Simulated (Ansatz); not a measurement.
# TaO3: the cost of one run

Program: Ansatz 0.2.0. Level of theory: DFT PBEsol, scalar-relativistic, plane waves, PAW. These are calculated values, not measurements.

1 further run of the same task is left out (set aside as unsound or not needed). Runs told in other sessions of the task aren't counted.

## (1) The structure to begin with

Symmetry: Pm-3m, No. 221, cubic system. Conventional cell: a = 3.922 Å, b = 3.922 Å, c = 3.922 Å, α = 90.00°, β = 90.00°, γ = 90.00°. Around Ta (site symmetry m-3m) lie 6 O at 1.96 Å. Around O (site symmetry 4/mmm) lie 2 Ta at 1.96 Å.

As a file:

```xyz
4
Lattice="3.9220 0.0000 0.0000 0.0000 3.9220 0.0000 0.0000 0.0000 3.9220" Properties=species:S:1:pos:R:3 pbc="T T T"
Ta    1.9610    1.9610    1.9610
O     0.0000    1.9610    1.9610
O     1.9610    1.9610    0.0000
O     1.9610    0.0000    1.9610
```

It goes back to an entry of the Materials Project, which need not be the stable form.

It is the result of an earlier relaxation at this level (volume 15.08 Å³/atom; gap on the mesh: none (metal), site moments up to 0.2 μB).

## (2) Plan of the line

The energy is mapped over two homogeneous strains (x along [1 0 0], y along [0 1 0], z along [0 0 1] of the conventional cell).

First coordinate, normal strain along x: 5 values from −11.0 %. Second coordinate, normal strain along z: 5 values from −15.0 %.

Nothing else is relaxed (symmetry fixes all fractional coordinates). Energies count from the relaxed crystal. Points are written as (first, second).

## (3) Grid point (−11.0 %, −15.0 %)

input.yaml reads:

```yaml
crystal:
  lattice:
    - [3.4906019057, 0.0, 0.0]
    - [0.0, 3.9220246131, 0.0]
    - [0.0, 0.0, 3.3337209211]
  atoms:
    - { symbol: Ta, position: [0.5, 0.5, 0.5] }
    - { symbol: O, position: [0.0, 0.5, 0.5], spin: 0.19 }
    - { symbol: O, position: [0.5, 0.5, 0.0], spin: 0.19 }
    - { symbol: O, position: [0.5, 0.0, 0.5], spin: 0.19 }
basis:
  ecutwfc: 520.0
kpoints:
  mp_grid: { grid: [10, 10, 10] }
hamiltonian:
  xc: pbesol
  pseudopotentials: { kind: paw, azcp: { folder: soft_1 } }
scf:
  occupations: { method: gaussian, width: 0.15 }
output:
  forces: true
  stress: true
  eigenvalues: true
  populations: true
magnetization:
  spin_polarized: true
```

Launch:

```bash
$ ansatz run input.yaml --threads 2 --pin off --max-ram 4096MiB --backend cpu --events-out ev --progress --plain --runs-dir out
```

**Question.** How long does this run take on 2 threads of Arm Neoverse N1, shared host, and how much memory does it need?

About 52 s, with a peak of 0.61 GiB.
